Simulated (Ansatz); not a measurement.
# C12H16OTi: a ladder of functionals and wavefunction methods

An exercise on one series of results from a longer session: the logs are not shown, and one member is left open.

Computed with Ansatz 0.2.0, Gaussian basis. Level: functionals in def2-TZVPP, the program's frozen cores in correlated methods.

Plan: LDA (SPW92), PBE-D4, revPBE-D4, BLYP-D4, r2SCAN-D4, B97M-V, PBE0-D4, B3LYP-D4, r2SCANh-D4, r2SCAN0-D4, HSE06-D4, BHLYP-D4, CAM-B3LYP-D4, LC-ωPBE, ωB97X-V, ωB97M-V, B2PLYP, PBE-QIDH; CCSD(T)/def2-SVP; CCSD(T)/def2-TZVPP; MP2/def2-QZVPP; extrapolation to the limit; RPA on PBE.

### Structure used throughout

The geometry comes from an earlier relaxation with PBE0-D4 in a triple-zeta def2 set; it is a stationary point, not always the lowest conformer.

SMILES `C[C@@]12[C@H]3[C@H]4[C@H]5[C@@H]1[TiH]45321678([OH])[C@@H]2[C@H]1[C@H]6[C@@]7(C)[C@@H]28`, 30 atoms, charge 0, spin multiplicity 1.

Atoms are counted from 1 here; the program's logs count them from 0.

Bond lengths: C1–C2 1.489 Å, C1–H15 1.094 Å, C1–H16 1.092 Å, C1–H17 1.091 Å, C2–C3 1.404 Å, C2–C6 1.414 Å, C2–Ti7 2.415 Å, C3–C4 1.416 Å, C3–Ti7 2.394 Å, C3–H18 1.081 Å, C4–C5 1.402 Å, C4–Ti7 2.371 Å, C4–H19 1.078 Å, C5–C6 1.416 Å, C5–Ti7 2.358 Å, C5–H20 1.078 Å, C6–Ti7 2.345 Å, C6–H21 1.080 Å and more. Angles: C2–C1–H15 110.3°, C2–C1–H16 111.6°, C2–C1–H17 111.7°, H15–C1–H16 106.9°, H15–C1–H17 107.9°, H16–C1–H17 108.2°, C1–C2–C3 126.6°, C1–C2–C6 126.1°, C1–C2–Ti7 123.4°, C3–C2–C6 107.2°, C3–C2–Ti7 72.2°, C6–C2–Ti7 70.0°, C2–C3–C4 108.9°, C2–C3–Ti7 73.8°, C2–C3–H18 125.7°, C4–C3–Ti7 71.8°, C4–C3–H18 125.4°, Ti7–C3–H18 119.0° and more.

Set-up of the first run:

in.yaml

```yaml
crystal:
  periodic: [false, false, false]
  atoms:
    - {symbol: C, position_ang: [-2.732951, 0.922005, 1.597991]}
    - {symbol: C, position_ang: [-1.886308, 1.277018, 0.425257]}
    - {symbol: C, position_ang: [-2.112532, 0.914141, -0.912460]}
    - {symbol: C, position_ang: [-1.109367, 1.500798, -1.722134]}
    - {symbol: C, position_ang: [-0.255133, 2.224696, -0.878279]}
    - {symbol: C, position_ang: [-0.705843, 2.054665, 0.453740]}
    - {symbol: Ti, position_ang: [-0.006329, -0.050009, -0.307570]}
    - {symbol: O, position_ang: [-0.905466, -1.406506, 0.593980]}
    - {symbol: C, position_ang: [2.066522, 0.608080, 0.598681]}
    - {symbol: C, position_ang: [2.238022, 0.488361, -0.796104]}
    - {symbol: C, position_ang: [2.054235, -0.867256, -1.140147]}
    - {symbol: C, position_ang: [1.792181, -1.598019, 0.042213]}
    - {symbol: C, position_ang: [1.543819, -3.061082, 0.141471]}
    - {symbol: C, position_ang: [1.794953, -0.676717, 1.109512]}
    - {symbol: H, position_ang: [-3.382566, 1.760836, 1.865169]}
    - {symbol: H, position_ang: [-3.384205, 0.071943, 1.382223]}
    - {symbol: H, position_ang: [-2.128952, 0.674459, 2.472398]}
    - {symbol: H, position_ang: [-2.902649, 0.266802, -1.265483]}
    - {symbol: H, position_ang: [-1.029244, 1.411602, -2.793407]}
    - {symbol: H, position_ang: [0.609673, 2.791659, -1.183884]}
    - {symbol: H, position_ang: [-0.268425, 2.496570, 1.336672]}
    - {symbol: H, position_ang: [-0.164563, -0.691256, -1.848423]}
    - {symbol: H, position_ang: [-1.862589, -1.395809, 0.630826]}
    - {symbol: H, position_ang: [2.137252, 1.518526, 1.173918]}
    - {symbol: H, position_ang: [2.456273, 1.288784, -1.485612]}
    - {symbol: H, position_ang: [2.137284, -1.287673, -2.129846]}
    - {symbol: H, position_ang: [2.421470, -3.576425, 0.543149]}
    - {symbol: H, position_ang: [1.322271, -3.485975, -0.838651]}
    - {symbol: H, position_ang: [0.693802, -3.259148, 0.796042]}
    - {symbol: H, position_ang: [1.569386, -0.915049, 2.138737]}
basis:
  gaussian: {orbitals: def2-TZVPP}
hamiltonian: {xc: lda}
output: {orbitals: {seedname: orbitals}}
```

Steps of the session up to this table: LDA; PBE-D4 (GGA); revPBE-D4 (GGA); BLYP-D4 (GGA); r2SCAN-D4 (meta-GGA); B97M-V (meta-GGA); PBE0-D4 (hybrid); B3LYP-D4 (hybrid); r2SCANh-D4 (hybrid); r2SCAN0-D4 (hybrid); HSE06-D4 (hybrid); BHLYP-D4 (hybrid); CAM-B3LYP-D4 (range-separated); LC-ωPBE (range-separated); ωB97X-V (range-separated); ωB97M-V (range-separated); B2PLYP (double hybrid); PBE-QIDH (double hybrid).

One of the session's tables, all rows but one given; the rest of the session is left out.

It belongs to the step «Orbital energies across the functionals». 

| functional | HOMO (eV) | gap (eV) |
| --- | --- | --- |
| LDA (SPW92) | -5.54 | 3.25 |
| PBE-D4 | ? | ? |
| revPBE-D4 | -5.28 | 3.36 |
| BLYP-D4 | -5.18 | 3.29 |
| r2SCAN-D4 | -5.50 | 3.63 |
| B97M-V | -5.55 | 3.72 |
| PBE0-D4 | -6.33 | 5.41 |
| B3LYP-D4 | -6.13 | 4.95 |
| r2SCANh-D4 | -5.87 | 4.42 |
| r2SCAN0-D4 | -6.43 | 5.60 |
| HSE06-D4 | -5.94 | 4.64 |
| BHLYP-D4 | -7.13 | 7.45 |
| CAM-B3LYP-D4 | -7.53 | 7.75 |
| LC-ωPBE | -8.78 | 10.11 |
| ωB97X-V | -8.46 | 9.75 |
| ωB97M-V | -8.39 | 9.60 |

Estimate the missing values for PBE-D4.

As computed: HOMO (eV): -5.35; gap (eV): 3.33. In the column «HOMO (eV)» it lies between r2SCAN-D4 (-5.50) and revPBE-D4 (-5.28).
